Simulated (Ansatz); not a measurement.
## H5NOSn, SMILES [NH2][SnH2][OH]: a geometry optimisation, step by step

Program: Ansatz's Python interface.

Interactive session:
```pycon
>>> import itertools
>>> import ansatz as az
>>> from ase.data import atomic_numbers, covalent_radii
>>> import numpy as np
>>> geometry = (
...     az.Crystal.molecule()
...     .atom('N', [-1.3284, 0.5645, -0.7026])
...     .atom('Sn', [0.3325, 0.0786, 0.3004])
...     .atom('O', [0.2825, -1.8647, 0.6481])
...     .atom('H', [-1.2195, 1.6379, -0.9368])
...     .atom('H', [-1.3498, 0.0955, -1.645])
...     .atom('H', [0.4087, 0.971, 1.8151])
...     .atom('H', [1.7624, 0.4814, -0.6683])
...     .atom('H', [1.2038, -2.0213, 1.1332])
... )
>>> job = (
...     geometry.calculation()
...     .basis(gaussian='def2-SVP')
...     .functional('HF')
... )
>>> symbols = [site.symbol for site in geometry.cartesian_sites]
>>> start = np.array([site.position_ang for site in geometry.cartesian_sites], dtype=float)
>>> def progress(event):
...     if event['event'] == 'relax_step':
...         row = event['data']
...         print(f'step {row["step"]:3d}  E = {row["lagrangian_ev"]:.6f} eV  largest force component {row["allowed_force_max_ev_ang"]:.4f} eV/A')
...
>>> rep = job.relax(force_tolerance=0.01).session().plan().execute(on_event=progress).report
step   1  E = -9399.511673 eV  largest force component 4.2954 eV/A
step   2  E = -9400.040186 eV  largest force component 2.1355 eV/A
step   3  E = -9400.187188 eV  largest force component 1.2228 eV/A
step   4  E = -9400.213347 eV  largest force component 1.4072 eV/A
step   5  E = -9400.240785 eV  largest force component 0.3805 eV/A
step   6  E = -9400.241174 eV  largest force component 0.2074 eV/A
step   7  E = -9400.256387 eV  largest force component 0.0470 eV/A
step   8  E = -9400.256091 eV  largest force component 0.3470 eV/A
step   9  E = -9400.257268 eV  largest force component 0.0719 eV/A
step  10  E = -9400.260452 eV  largest force component 0.0602 eV/A
step  11  E = -9400.246105 eV  largest force component 0.3349 eV/A
step  12  E = -9400.261436 eV  largest force component 0.0435 eV/A
step  13  E = -9400.262033 eV  largest force component 0.2250 eV/A
step  14  E = -9400.262829 eV  largest force component 0.0918 eV/A
step  15  E = -9400.264722 eV  largest force component 0.2674 eV/A
step  16  E = -9400.296049 eV  largest force component 0.5028 eV/A
step  17  E = -9400.320078 eV  largest force component 0.0904 eV/A
step  18  E = -9400.316840 eV  largest force component 0.4466 eV/A
step  19  E = -9400.322959 eV  largest force component 0.1192 eV/A
step  20  E = -9400.326080 eV  largest force component 0.0175 eV/A
step  21  E = -9400.326497 eV  largest force component 0.0082 eV/A
step  22  E = -9400.326506 eV  largest force component 0.0383 eV/A
step  23  E = -9400.326560 eV  largest force component 0.0078 eV/A
>>> end = np.array(rep['positions_ang'])
>>> print('reference energy %16.6f eV' % rep['reference_energy_ev'])
reference energy     -9400.326560 eV
>>> print('total energy     %16.6f eV' % rep['free_energy_ev'])
total energy         -9400.326560 eV
>>> print('occupied orbitals outside the frozen core (up, down):', rep['n_occupied'], ' frozen:', rep['n_frozen'], ' virtual:', rep['n_virtual'])
occupied orbitals outside the frozen core (up, down): [21, 21]  frozen: 0  virtual: [58, 58]
>>> radius = [covalent_radii[atomic_numbers[s]] for s in symbols]
>>> span = lambda where, i, j: np.linalg.norm(where[i] - where[j])
>>> bonded = [(i, j) for i, j in itertools.combinations(range(len(symbols)), 2) if min(span(start, i, j), span(end, i, j)) < 1.2 * (radius[i] + radius[j])]
>>> print('pair        before    after (A)')
pair        before    after (A)
>>> for i, j in bonded:
...     print(f'{symbols[i]}{i}-{symbols[j]}{j}'.ljust(10), f'{span(start, i, j):8.4f} {span(end, i, j):8.4f}')
...
N0-Sn1       2.0002   2.0146
N0-H3        1.1040   1.0041
N0-H4        1.0529   1.0039
Sn1-O2       1.9748   1.9737
Sn1-H5       1.7597   1.7018
Sn1-H6       1.7735   1.7073
O2-H7        1.0529   0.9441
>>> charges = rep['charge_distribution']
>>> dipole = np.array(charges['dipole_moment_e_ang']) * 4.803205
>>> print('dipole (D): {:.3f} {:.3f} {:.3f}, length {:.3f}'.format(*dipole, np.linalg.norm(dipole)))
dipole (D): 0.963 0.067 -0.561, length 1.117
>>> print('atom  Mulliken   Lowdin')
atom  Mulliken   Lowdin
>>> for symbol, m, l in zip(symbols, charges['mulliken_charges_e'], charges['lowdin_charges_e']):
...     print(f'{symbol:4s} {m:9.3f} {l:8.3f}')
...
N       -0.611   -0.069
Sn       1.157    0.510
O       -0.678   -0.149
H        0.144   -0.008
H        0.143   -0.009
H       -0.172   -0.111
H       -0.181   -0.116
H        0.197   -0.047
>>> with open('h5nosn_opt.xyz', 'w') as handle:
...     handle.write(f'{len(symbols)}\nrelaxed H5NOSn\n')
...     handle.writelines(f'{s:2s} {x:11.6f} {y:11.6f} {z:11.6f}\n' for s, (x, y, z) in zip(symbols, end))
...
17
```

`h5nosn_opt.xyz`, as written:
```text
8
relaxed H5NOSn
N    -0.991805    0.805972   -0.923953
Sn    0.512627    0.241655    0.291297
O     0.198605   -1.610844    0.895634
H    -1.889692    0.952377   -0.499036
H    -1.116478    0.288193   -1.774953
H     0.489532    1.237690    1.670954
H     1.978141    0.257278   -0.584520
H     0.911269   -2.229421    0.868676
```

Caveats:
- Total energies depend on the basis set; only differences at equal settings carry meaning.
- The end point is the stationary point reached from this start; no frequency run checks that it is a minimum, and the basis set is modest.
- def2 sets replace the cores of elements past krypton by effective core potentials.
- The Löwdin charges here are taken after orthogonalising the functions within each atom; they differ from plain Löwdin charges, and their signs can be unphysical.
- The whole script took 65 s on 1 thread of Intel(R) Xeon(R) Platinum 8488C (Sapphire Rapids), with other jobs on the host, peak memory 0.23 GiB.

(Lines on the test bed's own set-up are left out of the output.)
